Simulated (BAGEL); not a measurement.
**BSiNH6O (SMILES NBO[SiH3]): HF/STO-3G (density fitting with qzvpp-jkfit)**

Aim: the energy change on altering one bond length of BSiNH6O at HF/STO-3G (density fitting with qzvpp-jkfit), from 2 runs. 

The results are computed with BAGEL 1.2.2.

2 further runs of the same task are left out: 2 set aside as unsound or not needed.

## 1. The system as given

BSiNH6O has 10 atoms, charge 0, and is taken as a singlet. SMILES: `NBO[SiH3]`. Geometry: relaxed at PBE0-D4/def2-TZVP. This is one conformer, not always the lowest.

Bond lengths: N1–B2 1.395 Å, B2–O3 1.370 Å, O3–Si4 1.641 Å, N1–H5 1.003 Å, N1–H6 1.006 Å, B2–H7 1.202 Å, Si4–H8 1.485 Å, Si4–H9 1.485 Å, Si4–H10 1.487 Å. Some angles: N1–B2–O3 119.4°, B2–O3–Si4 132.6°, N1–B2–H7 119.7°, O3–B2–H7 120.9°, B2–N1–H5 122.6°, B2–N1–H6 122.7°, O3–Si4–H8 108.9°, O3–Si4–H9 108.9°, O3–Si4–H10 110.8°, H5–N1–H6 114.7°.

## 2. The energy at HF/STO-3G (density fitting with qzvpp-jkfit)

The input, hf.json:

```json
{ "bagel": [

{
  "title": "molecule",
  "basis": "sto-3g",
  "df_basis": "qzvpp-jkfit",
  "angstrom": true,
  "geometry": [
    { "atom": "N", "xyz": [   -1.386100,    1.603800,   -0.346500 ] },
    { "atom": "B", "xyz": [   -0.205000,    0.862600,   -0.300600 ] },
    { "atom": "O", "xyz": [   -0.228700,   -0.407700,    0.212700 ] },
    { "atom": "Si", "xyz": [    0.936300,   -1.545100,    0.418500 ] },
    { "atom": "H", "xyz": [   -1.425000,    2.537300,   -0.712000 ] },
    { "atom": "H", "xyz": [   -2.265800,    1.244400,   -0.015900 ] },
    { "atom": "H", "xyz": [    0.817400,    1.344200,   -0.710600 ] },
    { "atom": "H", "xyz": [    1.027100,   -1.884200,    1.861000 ] },
    { "atom": "H", "xyz": [    0.560400,   -2.761900,   -0.344400 ] },
    { "atom": "H", "xyz": [    2.252600,   -1.044600,   -0.059300 ] }
  ]
},
{ "title": "hf" },
{ "title": "print", "file": "orbitals.molden", "orbitals": true }

]}
```

Run with:

```bash
$ BAGEL_NUM_THREADS=1 BAGEL hf.json > hf.out
```

What it wrote:

```text
* using 1 threads per process

  ===============================================================
  ===============================================================

  *** Geometry ***

  { "atom" : "N", "xyz" : [     -2.619349,      3.030743,     -0.654790 ] },
  { "atom" : "B", "xyz" : [     -0.387394,      1.630078,     -0.568052 ] },
  { "atom" : "O", "xyz" : [     -0.432180,     -0.770441,      0.401945 ] },
  { "atom" : "Si", "xyz" : [      1.769351,     -2.919816,      0.790850 ] },
  { "atom" : "H", "xyz" : [     -2.692860,      4.794802,     -1.345485 ] },
  { "atom" : "H", "xyz" : [     -4.281741,      2.351575,     -0.030047 ] },
  { "atom" : "H", "xyz" : [      1.544662,      2.540170,     -1.342839 ] },
  { "atom" : "H", "xyz" : [      1.940938,     -3.560622,      3.516780 ] },
  { "atom" : "H", "xyz" : [      1.059003,     -5.219235,     -0.650822 ] },
  { "atom" : "H", "xyz" : [      4.256797,     -1.974008,     -0.112061 ] },

  Number of auxiliary basis functions:      465

  Since a DF basis is specified, we compute 2- and 3-index integrals:
    o Being stored without compression. Storage requirement is 0.003 GB

  Number of basis functions:       30
  Number of electrons      :       40

    * METHOD: MOLECULE                             0.13

  *** RHF ***

  === Nuclear Repulsion ===
   154.8060623085

      * DIIS with orbital gradients will be used.

  === RHF iteration (sto-3g) ===
      0       -441.10396633          0.01401616           0.01
      1       -441.15946408          0.00447099           0.01
      2       -441.16479332          0.00093967           0.01
      3       -441.16513072          0.00016062           0.01
      4       -441.16513990          0.00003421           0.01
      5       -441.16514049          0.00000944           0.01
      6       -441.16514055          0.00000167           0.01
      7       -441.16514055          0.00000038           0.01
      8       -441.16514055          0.00000008           0.01
      9       -441.16514055          0.00000002           0.01
     10       -441.16514055          0.00000001           0.01
    * SCF iteration converged.

    * Permanent dipole moment:
           (    0.108450,    -0.029500,    -0.010626) a.u.

    * METHOD: HF                                   0.22

    * METHOD: PRINT                                0.00

  ===============================================================
```

It took 0.5 s on 1 thread of Arm Neoverse V2, shared host; peak memory 0.081 GiB.

## 3. The distorted shape at the same level

The input, input.json:

```json
{ "bagel": [

{
  "title": "molecule",
  "basis": "sto-3g",
  "df_basis": "qzvpp-jkfit",
  "angstrom": true,
  "geometry": [
    { "atom": "N", "xyz": [   -1.539497,    1.531543,   -0.284985 ] },
    { "atom": "B", "xyz": [   -0.358397,    0.790343,   -0.239085 ] },
    { "atom": "O", "xyz": [   -0.382097,   -0.479957,    0.274215 ] },
    { "atom": "Si", "xyz": [    0.782903,   -1.617357,    0.480015 ] },
    { "atom": "H", "xyz": [   -1.578397,    2.465043,   -0.650485 ] },
    { "atom": "H", "xyz": [   -2.419197,    1.172143,    0.045615 ] },
    { "atom": "H", "xyz": [    0.817400,    1.344200,   -0.710600 ] },
    { "atom": "H", "xyz": [    0.873703,   -1.956457,    1.922515 ] },
    { "atom": "H", "xyz": [    0.407003,   -2.834157,   -0.282885 ] },
    { "atom": "H", "xyz": [    2.099203,   -1.116857,    0.002215 ] }
  ]
},
{ "title": "hf" },
{ "title": "print", "file": "orbitals.molden", "orbitals": true }

]}
```

Run with:

```bash
$ BAGEL_NUM_THREADS=1 BAGEL input.json > input.out
```

What it wrote:

```text
* using 1 threads per process

  ===============================================================
  ===============================================================

  *** Geometry ***

  { "atom" : "N", "xyz" : [     -2.909228,      2.894197,     -0.538544 ] },
  { "atom" : "B", "xyz" : [     -0.677272,      1.493532,     -0.451805 ] },
  { "atom" : "O", "xyz" : [     -0.722059,     -0.906987,      0.518191 ] },
  { "atom" : "Si", "xyz" : [      1.479472,     -3.056362,      0.907097 ] },
  { "atom" : "H", "xyz" : [     -2.982738,      4.658256,     -1.229238 ] },
  { "atom" : "H", "xyz" : [     -4.571620,      2.215029,      0.086200 ] },
  { "atom" : "H", "xyz" : [      1.544662,      2.540170,     -1.342839 ] },
  { "atom" : "H", "xyz" : [      1.651059,     -3.697168,      3.633027 ] },
  { "atom" : "H", "xyz" : [      0.769124,     -5.355781,     -0.534575 ] },
  { "atom" : "H", "xyz" : [      3.966919,     -2.110554,      0.004186 ] },

  Number of auxiliary basis functions:      465

  Since a DF basis is specified, we compute 2- and 3-index integrals:
    o Being stored without compression. Storage requirement is 0.003 GB

  Number of basis functions:       30
  Number of electrons      :       40

    * METHOD: MOLECULE                             0.13

  *** RHF ***

  === Nuclear Repulsion ===
   154.2028073001

      * DIIS with orbital gradients will be used.

  === RHF iteration (sto-3g) ===
      0       -441.08229190          0.01399639           0.01
      1       -441.13777954          0.00449971           0.01
      2       -441.14316811          0.00098659           0.01
      3       -441.14353986          0.00016061           0.01
      4       -441.14354906          0.00003348           0.01
      5       -441.14354962          0.00000862           0.01
      6       -441.14354967          0.00000156           0.01
      7       -441.14354967          0.00000038           0.01
      8       -441.14354967          0.00000008           0.01
      9       -441.14354967          0.00000002           0.01
     10       -441.14354967          0.00000001           0.01
    * SCF iteration converged.

    * Permanent dipole moment:
           (    0.162727,     0.009255,    -0.037655) a.u.

    * METHOD: HF                                   0.22

    * METHOD: PRINT                                0.00

  ===============================================================
```

It took 0.5 s on 1 thread of Arm Neoverse V2, shared host; peak memory 0.081 GiB.

## 4. What came out

At HF/STO-3G (density fitting with qzvpp-jkfit):

| quantity | value |
| --- | --- |
| first shape: total energy | -441.16514 Eh |
| first shape: dipole moment | 0.29 D |
| first shape: HOMO energy | -8.39 eV |
| first shape: LUMO energy | 10.47 eV |
| first shape: HOMO–LUMO gap | 18.85 eV |
| distorted shape: total energy | -441.14355 Eh |
| distorted shape: dipole moment | 0.43 D |
| distorted shape: HOMO energy | -8.47 eV |
| distorted shape: LUMO energy | 10.47 eV |
| distorted shape: HOMO–LUMO gap | 18.94 eV |
| energy change with the B2–H7 bond stretched from 1.202 to 1.383 Å | 0.588 eV |

**Reading.** With the B2–H7 bond stretched from 1.202 to 1.383 Å the energy rises by 0.59 eV (13.5 kcal/mol). The first shape isn't relaxed at this level, so the change isn't measured from a minimum. The minimal basis adds a large error of its own.
